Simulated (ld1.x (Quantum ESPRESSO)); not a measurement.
# A TM potential for tin, from input to tests, part 2 of 2

Aim: build the potential from the settings below, then test how well it stands in for the atom: other configurations, scattering, ghost states and the plane-wave cutoff that it needs.

ld1.x (Quantum ESPRESSO) 7.5; PBEsol, scalar-relativistic. Earlier steps stand in the parts before.

## Step 3: Testing the new file in other configurations

The input, Sn.test.in:

```
 &input
   title='Sn', zed=50., rel=1, dft='PBESOL', iswitch=2,
   config='[Kr] 4d10 5s1 5p3'
 /
 &test
   file_pseudo='Sn.UPF', nconf=8,
   configts(1)='4d10 5s1 5p3',
   configts(2)='4d10 5s2 5p2',
   configts(3)='4d10 5s2 5p1',
   configts(4)='4d10 5s2 5p0',
   configts(5)='4d10 5s0 5p0',
   configts(6)='4d10 5s1 5p0',
   configts(7)='4d9 5s2 5p2',
   configts(8)='4d9 5s2 5p3'
 /
```

On the command line:

```sh
$ ld1.x < Sn.test.in > Sn.test.out
```

Sn.test.out, the pseudopotential blocks, each with the warnings that came before it:

```text
     ---------------------- Testing the pseudopotential ----------------------

     Sn
     scalar relativistic calculation

     atomic number is 50.00   valence charge is 14.00
     dft =PBESOL   lsd =0 sic =0 latt =0  beta=0.20 tr2=1.0E-14
     mesh =1243 r(mesh) = 100.78374 xmin = -7.00 dx = 0.01250

     n l     nl             e AE (Ry)        e PS (Ry)    De AE-PS (Ry)
     3 2     4D   1(10.00)       -2.00453       -2.00454        0.00001
     1 0     5S   1( 1.00)       -0.84256       -0.84256        0.00000
     2 1     5P   1( 3.00)       -0.31868       -0.31868        0.00000

     eps = 8.9E-15  iter = 24

     Etot =  -12348.393493 Ry,   -6174.196746 Ha, -168008.452423 eV
     Etotps =  -160.975596 Ry,     -80.487798 Ha,   -2190.184562 eV

     Ekin =     101.736239 Ry,      50.868119 Ha,    1384.192044 eV
     Encl =    -335.724204 Ry,    -167.862102 Ha,   -4567.760495 eV
     Ehrt =     117.912966 Ry,      58.956483 Ha,    1604.287628 eV
     Ecxc =     -46.926832 Ry,     -23.463416 Ha,    -638.472070 eV
     (Ecc =     -23.976220 Ry,     -11.988110 Ha,    -326.213092 eV)
     Epseu=       2.026235 Ry,       1.013117 Ha,      27.568331 eV

     ---------------------- End of pseudopotential test ----------------------

     ---------------------- Testing the pseudopotential ----------------------

     Sn
     scalar relativistic calculation

     atomic number is 50.00   valence charge is 14.00
     dft =PBESOL   lsd =0 sic =0 latt =0  beta=0.20 tr2=1.0E-14
     mesh =1243 r(mesh) = 100.78374 xmin = -7.00 dx = 0.01250

     n l     nl             e AE (Ry)        e PS (Ry)    De AE-PS (Ry)
     3 2     4D   1(10.00)       -1.89569       -1.89436       -0.00133
     1 0     5S   1( 2.00)       -0.77871       -0.77851       -0.00020
     2 1     5P   1( 2.00)       -0.27257       -0.27270        0.00013

     eps = 8.0E-15  iter = 24

     Etot =  -12348.908598 Ry,   -6174.454299 Ha, -168015.460794 eV
     Etotps =  -161.490572 Ry,     -80.745286 Ha,   -2197.191158 eV
     dEtot_ae =      -0.515106 Ry
     dEtot_ps =      -0.514975 Ry,   Delta E=      -0.000130 Ry

     Ekin =     101.120146 Ry,      50.560073 Ha,    1375.809680 eV
     Encl =    -337.272834 Ry,    -168.636417 Ha,   -4588.830674 eV
     Ehrt =     119.263674 Ry,      59.631837 Ha,    1622.664943 eV
     Ecxc =     -47.047284 Ry,     -23.523642 Ha,    -640.110908 eV
     (Ecc =     -23.976220 Ry,     -11.988110 Ha,    -326.213092 eV)
     Epseu=       2.445726 Ry,       1.222863 Ha,      33.275801 eV

     ---------------------- End of pseudopotential test ----------------------

     ---------------------- Testing the pseudopotential ----------------------

     Sn
     scalar relativistic calculation

     atomic number is 50.00   valence charge is 14.00
     dft =PBESOL   lsd =0 sic =0 latt =0  beta=0.20 tr2=1.0E-14
     mesh =1243 r(mesh) = 100.78374 xmin = -7.00 dx = 0.01250

     n l     nl             e AE (Ry)        e PS (Ry)    De AE-PS (Ry)
     3 2     4D   1(10.00)       -2.48306       -2.47830       -0.00476
     1 0     5S   1( 2.00)       -1.31446       -1.31407       -0.00039
     2 1     5P   1( 1.00)       -0.75583       -0.75600        0.00017

     eps = 5.9E-15  iter = 18

     Etot =  -12348.401615 Ry,   -6174.200807 Ha, -168008.562931 eV
     Etotps =  -160.983327 Ry,     -80.491664 Ha,   -2190.289749 eV
     dEtot_ae =      -0.008122 Ry
     dEtot_ps =      -0.007731 Ry,   Delta E=      -0.000391 Ry

     Ekin =     100.935477 Ry,      50.467738 Ha,    1373.297120 eV
     Encl =    -329.152298 Ry,    -164.576149 Ha,   -4478.345152 eV
     Ehrt =     111.504170 Ry,      55.752085 Ha,    1517.091523 eV
     Ecxc =     -46.652232 Ry,     -23.326116 Ha,    -634.735948 eV
     (Ecc =     -23.976220 Ry,     -11.988110 Ha,    -326.213092 eV)
     Epseu=       2.381555 Ry,       1.190778 Ha,      32.402708 eV

     ---------------------- End of pseudopotential test ----------------------

     ---------------------- Testing the pseudopotential ----------------------

     Sn
     scalar relativistic calculation

     atomic number is 50.00   valence charge is 14.00
     dft =PBESOL   lsd =0 sic =0 latt =0  beta=0.20 tr2=1.0E-14
     mesh =1243 r(mesh) = 100.78374 xmin = -7.00 dx = 0.01250

     n l     nl             e AE (Ry)        e PS (Ry)    De AE-PS (Ry)
     3 2     4D   1(10.00)       -3.17543       -3.16425       -0.01118  !
     1 0     5S   1( 2.00)       -1.92269       -1.92221       -0.00049
     2 1     5P   1( 0.00)       -1.30750       -1.30787        0.00037

     eps = 8.4E-15  iter = 15

     Etot =  -12347.374720 Ry,   -6173.687360 Ha, -167994.591314 eV
     Etotps =  -159.955945 Ry,     -79.977973 Ha,   -2176.311507 eV
     dEtot_ae =       1.018773 Ry
     dEtot_ps =       1.019651 Ry,   Delta E=      -0.000878 Ry

     Ekin =     100.699703 Ry,      50.349852 Ha,    1370.089261 eV
     Encl =    -319.648035 Ry,    -159.824017 Ha,   -4349.033071 eV
     Ehrt =     103.004508 Ry,      51.502254 Ha,    1401.447726 eV
     Ecxc =     -46.203882 Ry,     -23.101941 Ha,    -628.635841 eV
     (Ecc =     -23.976220 Ry,     -11.988110 Ha,    -326.213092 eV)
     Epseu=       2.191760 Ry,       1.095880 Ha,      29.820418 eV

     ---------------------- End of pseudopotential test ----------------------

     Warning: n=2, l=1 expected 0 nodes, found 1
     ---------------------- Testing the pseudopotential ----------------------

     Sn
     scalar relativistic calculation

     atomic number is 50.00   valence charge is 14.00
     dft =PBESOL   lsd =0 sic =0 latt =0  beta=0.20 tr2=1.0E-14
     mesh =1243 r(mesh) = 100.78374 xmin = -7.00 dx = 0.01250

     n l     nl             e AE (Ry)        e PS (Ry)    De AE-PS (Ry)
     3 2     4D   1(10.00)       -4.97279       -4.95348       -0.01931  !
     1 0     5S   1( 0.00)       -3.39630       -3.40195        0.00566  !
     2 1     5P   1( 0.00)       -2.65296       -2.65296        0.00000

     eps = 1.9E-15  iter = 10

     Etot =  -12342.078515 Ry,   -6171.039257 Ha, -167922.532771 eV
     Etotps =  -154.655935 Ry,     -77.327967 Ha,   -2104.201189 eV
     dEtot_ae =       6.314978 Ry
     dEtot_ps =       6.319661 Ry,   Delta E=      -0.004683 Ry

     Ekin =     101.772180 Ry,      50.886090 Ha,    1384.681048 eV
     Encl =    -294.721061 Ry,    -147.360530 Ha,   -4009.884309 eV
     Ehrt =      83.265012 Ry,      41.632506 Ha,    1132.878207 eV
     Ecxc =     -44.972066 Ry,     -22.486033 Ha,    -611.876136 eV
     (Ecc =     -23.976220 Ry,     -11.988110 Ha,    -326.213092 eV)

     ---------------------- End of pseudopotential test ----------------------

     ---------------------- Testing the pseudopotential ----------------------

     Sn
     scalar relativistic calculation

     atomic number is 50.00   valence charge is 14.00
     dft =PBESOL   lsd =0 sic =0 latt =0  beta=0.20 tr2=1.0E-14
     mesh =1243 r(mesh) = 100.78374 xmin = -7.00 dx = 0.01250

     n l     nl             e AE (Ry)        e PS (Ry)    De AE-PS (Ry)
     3 2     4D   1(10.00)       -4.04674       -4.03017       -0.01657  !
     1 0     5S   1( 1.00)       -2.64305       -2.64388        0.00084
     2 1     5P   1( 0.00)       -1.96311       -1.96418        0.00107

     eps = 1.9E-15  iter = 12

     Etot =  -12345.095215 Ry,   -6172.547608 Ha, -167963.577076 eV
     Etotps =  -157.676031 Ry,     -78.838016 Ha,   -2145.291695 eV
     dEtot_ae =       3.298277 Ry
     dEtot_ps =       3.299565 Ry,   Delta E=      -0.001288 Ry

     Ekin =     101.178448 Ry,      50.589224 Ha,    1376.602910 eV
     Encl =    -307.606619 Ry,    -153.803310 Ha,   -4185.201267 eV
     Ehrt =      93.063397 Ry,      46.531698 Ha,    1266.192018 eV
     Ecxc =     -45.589508 Ry,     -22.794754 Ha,    -620.276851 eV
     (Ecc =     -23.976220 Ry,     -11.988110 Ha,    -326.213092 eV)
     Epseu=       1.278251 Ry,       0.639126 Ha,      17.391495 eV

     ---------------------- End of pseudopotential test ----------------------

     BEWARE! Errors in PS-KS equations
     Warning: n=1, l=0 expected 0 nodes, found 2
     ---------------------- Testing the pseudopotential ----------------------

     Sn
     scalar relativistic calculation

     atomic number is 50.00   valence charge is 14.00
     dft =PBESOL   lsd =0 sic =0 latt =0  beta=0.20 tr2=1.0E-14
     mesh =1243 r(mesh) = 100.78374 xmin = -7.00 dx = 0.01250

     n l     nl             e AE (Ry)        e PS (Ry)    De AE-PS (Ry)
     3 2     4D   1( 9.00)       -2.93310       -4.43620        1.50310  !
     1 0     5S   1( 2.00)       -1.48629       -2.79581        1.30951  !
     2 1     5P   1( 2.00)       -0.87285       -0.87285        0.00000

     eps = 1.1E-15  iter = 22

     Etot =  -12346.508802 Ry,   -6173.254401 Ha, -167982.809897 eV
     Etotps =  -157.909809 Ry,     -78.954905 Ha,   -2148.472406 eV
     dEtot_ae =       1.884691 Ry
     dEtot_ps =       3.065787 Ry,   Delta E=      -1.181096 Ry

     Ekin =      93.677347 Ry,      46.838673 Ha,    1274.545230 eV
     Encl =    -298.670505 Ry,    -149.335253 Ha,   -4063.619239 eV
     Ehrt =      88.887345 Ry,      44.443673 Ha,    1209.373939 eV
     Ecxc =     -44.681259 Ry,     -22.340629 Ha,    -607.919497 eV
     (Ecc =     -23.976220 Ry,     -11.988110 Ha,    -326.213092 eV)
     Epseu=       2.877263 Ry,       1.438632 Ha,      39.147162 eV

     ---------------------- End of pseudopotential test ----------------------

     ---------------------- Testing the pseudopotential ----------------------

     Sn
     scalar relativistic calculation

     atomic number is 50.00   valence charge is 14.00
     dft =PBESOL   lsd =0 sic =0 latt =0  beta=0.20 tr2=1.0E-14
     mesh =1243 r(mesh) = 100.78374 xmin = -7.00 dx = 0.01250

     n l     nl             e AE (Ry)        e PS (Ry)    De AE-PS (Ry)
     3 2     4D   1( 9.00)       -2.31787       -2.35295        0.03508  !
     1 0     5S   1( 2.00)       -0.92076       -0.92102        0.00026
     2 1     5P   1( 3.00)       -0.35327       -0.35088       -0.00240

     eps = 8.3E-15  iter = 16

     Etot =  -12347.115254 Ry,   -6173.557627 Ha, -167991.061098 eV
     Etotps =  -159.680133 Ry,     -79.840066 Ha,   -2172.558881 eV
     dEtot_ae =       1.278239 Ry
     dEtot_ps =       1.295464 Ry,   Delta E=      -0.017225 Ry

     Ekin =      96.361660 Ry,      48.180830 Ha,    1311.067173 eV
     Encl =    -327.643849 Ry,    -163.821924 Ha,   -4457.821663 eV
     Ehrt =     114.338173 Ry,      57.169086 Ha,    1555.650088 eV
     Ecxc =     -46.165401 Ry,     -23.082701 Ha,    -628.112283 eV
     (Ecc =     -23.976220 Ry,     -11.988110 Ha,    -326.213092 eV)
     Epseu=       3.429285 Ry,       1.714643 Ha,      46.657804 eV

     ---------------------- End of pseudopotential test ----------------------
```

1 test gave no usable energy difference (4d9 5s2 5p2).

Energies count from the reference configuration 4d10 5s1 5p3; the error is all-electron less pseudo. A star marks tests that logged a warning.

| valence configuration | charge | ΔE all-electron (eV) | error AE − PS (meV) |
| --- | --- | --- | --- |
| 4d10 5s2 5p2 | 0 | -7.008 | -1.8 |
| 4d10 5s2 5p1 | +1 | -0.111 | -5.3 |
| 4d10 5s2 5p0 | +2 | 13.861 | -12 |
| 4d10 5s0 5p0 * | +4 | 85.920 | -64 |
| 4d10 5s1 5p0 | +3 | 44.875 | -18 |
| 4d9 5s2 5p3 | 0 | 17.391 | -234 |

## Step 4: Scattering by logarithmic derivatives

Taken from the files of the generation run. The phase is arctan(r·u′/u) with u = r·R, unwrapped, with energies in Ry. A pole is an energy at which the radial function vanishes at the test radius. The pseudo phase is shifted by a multiple of π to meet the all-electron one at the reference energy. Levels narrower than the energy grid can be missing from the poles. The last column is the largest difference on the grid between −1 and +1 Ry.

| channel | radius (bohr) | reference (Ry) | poles AE | poles PS | window around the reference with phases within 0.05 rad (Ry) | largest difference near zero (rad) |
| --- | --- | --- | --- | --- | --- | --- |
| s | 2.60 | -0.84 | 0.54 | 0.50 | below 2.1 | 0.009 |
| p | 2.60 | -0.32 | 1.82 | 1.77 | below 3.8 | 0.003 |
| d | 2.60 | -2.00 | -1.93, 4.12 | -1.93, 4.17 | the whole range | 0.011 |

Phases (rad) along the scan:

| E (Ry) | d AE | d PS | p AE | p PS |
| --- | --- | --- | --- | --- |
| -4.00 | 1.371 | 1.371 | 1.355 | 1.362 |
| -3.52 | 1.354 | 1.355 | 1.336 | 1.338 |
| -3.04 | 1.330 | 1.330 | 1.311 | 1.312 |
| -2.56 | 1.281 | 1.281 | 1.277 | 1.278 |
| -2.08 | 0.228 | 0.228 | 1.228 | 1.227 |
| -1.60 | -1.767 | -1.766 | 1.146 | 1.145 |
| -1.12 | -1.839 | -1.838 | 0.985 | 0.984 |
| -0.64 | -1.902 | -1.901 | 0.564 | 0.563 |
| -0.16 | -1.990 | -1.988 | -0.491 | -0.491 |
| 0.32 | -2.143 | -2.140 | -1.155 | -1.156 |
| 0.80 | -2.490 | -2.479 | -1.385 | -1.388 |
| 1.28 | -3.319 | -3.292 | -1.496 | -1.499 |
| 1.76 | -4.084 | -4.068 | -1.564 | -1.570 |
| 2.24 | -4.393 | -4.385 | -1.615 | -1.624 |
| 2.72 | -4.535 | -4.529 | -1.660 | -1.674 |
| 3.20 | -4.617 | -4.612 | -1.706 | -1.729 |
| 3.68 | -4.673 | -4.668 | -1.759 | -1.802 |
| 4.16 | -4.716 | -4.711 | -1.832 | -1.924 |
| 4.64 | -4.753 | -4.748 | -1.952 | -2.208 |

## Step 5: Cutoff and ghost test in a Bessel basis

This step uses the generator's waves and projectors in a separate script. Basis: spherical Bessel functions vanishing at 20 bohr, q² up to the cutoff; potential fixed at the reference.

All-electron valence levels (Ry): 5s -0.8426, 5p -0.3187, 4d -2.0045. The lowest levels of each channel (Ry) by cutoff; the last column sums, over occupied levels, occupation times the distance from the level at 400 Ry. A positive value at high cutoff is not a bound level.

| cutoff (Ry) | s #1 | s #2 | p #1 | p #2 | d #1 | f #1 | Σ f·Δε (mRy) |
| --- | --- | --- | --- | --- | --- | --- | --- |
| 8 | -1.8422 | -0.8277 | -0.3151 | 0.0230 | -0.0721 | 0.1065 | 19350.3 |
| 12 | -5.1799 | -0.8341 | -0.3177 | 0.0229 | -0.2770 | 0.1065 | 17286.9 |
| 21 | -10.0258 | -0.8402 | -0.7210 | -0.3175 | -0.8893 | 0.1065 | 11158.5 |
| 30 | -11.6140 | -0.8423 | -2.8220 | -0.3187 | -1.3592 | 0.1065 | 6453.9 |
| 45 | -12.3433 | -0.8425 | -3.9677 | -0.3187 | -1.8417 | 0.1065 | 1628.4 |
| 55 | -12.4174 | -0.8426 | -4.1459 | -0.3187 | -1.9580 | 0.1065 | 465.1 |
| 80 | -12.4298 | -0.8426 | -4.2365 | -0.3187 | -2.0030 | 0.1065 | 14.9 |
| 90 | -12.4303 | -0.8426 | -4.2373 | -0.3187 | -2.0043 | 0.1065 | 2.7 |
| 100 | -12.4311 | -0.8426 | -4.2374 | -0.3187 | -2.0043 | 0.1065 | 2.1 |
| 140 | -12.4327 | -0.8426 | -4.2384 | -0.3187 | -2.0045 | 0.1065 | 0.5 |
| 180 | -12.4328 | -0.8426 | -4.2386 | -0.3187 | -2.0045 | 0.1065 | 0.1 |
| 400 | -12.4328 | -0.8426 | -4.2386 | -0.3187 | -2.0045 | 0.1065 | 0.0 |

The sum stays within 10 mRy from 90 Ry and within 1 mRy from 140 Ry. The sum leaves out empty levels, which can need more. Ghost test: ghost states, bound below the all-electron valence or empty levels of the same l: s at -169.2 eV, p at -57.7 eV.

## Step 6: What came out

This closing draws on all 2 parts.

| quantity | value |
| --- | --- |
| cutoffs for 10 and 1 mRy, occupied levels | 90 Ry and 140 Ry |
| bound ghosts | s at -169.16 eV, p at -57.67 eV |
| largest test error (AE − PS) | -234 meV, for 4d9 5s2 5p3 (1 test unsolved) |
| largest phase difference near zero energy, channels read | 0.011 rad |

**Reading.** A bound ghost (s, p) makes it unfit for use: electrons can fall into a state that the atom doesn't have. The worst unpolarised test, 4d9 5s2 5p3, is off by 234 meV on 17.4 eV; by total energies transferability rates as poor. Of the tests 1 gave no usable energy difference, which is a warning in itself. By its cutoff, 90 Ry for the looser tolerance, it is hard. The slowest occupied level is 4d: taken alone it needs 90 Ry to come within 1 mRy, against 30 Ry for 5s. Near zero energy the phases of the channels with partial waves agree within 0.011 rad. All of this concerns the isolated atom, not yet a solid.
